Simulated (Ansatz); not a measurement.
A run of Ansatz 0.2.0:

File input.yaml:

```yaml
crystal:
  lattice:
    - [2.4227077728, 1.3987509848, 3.3172919545]
    - [-2.4227077728, 1.3987509848, 3.3172919545]
    - [0.0, -2.7975019696, 3.3172919545]
  atoms:
    - { symbol: Bi, position: [0.5, 0.5, 0.5] }
    - { symbol: Te, position: [0.0, 0.0, 0.0] }
hamiltonian:
  xc: pbe
  pseudopotentials: { kind: paw }
kpoints:
  mp_grid: { grid: [7, 7, 7] }
scf:
  occupations: { method: gaussian, width: 0.024 }
output:
  forces: true
  stress: true
  eigenvalues: true
```

Potentials or basis: Ansatz PAW.

The run is started by

```sh
$ ansatz run input.yaml --threads 2 --pin off --max-ram 5632MiB --backend cpu --events-out ev --progress --plain --runs-dir out
```

Hardware: 2 threads of Intel(R) Xeon(R) Processor @ 2.50GHz (Skylake/Cascade Lake) (shared host).

Question: How long does it take, and how much memory?

Answer: Wall time 4 s on 2 threads of Intel(R) Xeon(R) Processor @ 2.50GHz (Skylake/Cascade Lake), on a shared host, peak memory 0.39 GiB. Counts: scf iterations 6, plane waves 1307, k points 44, bands 20.
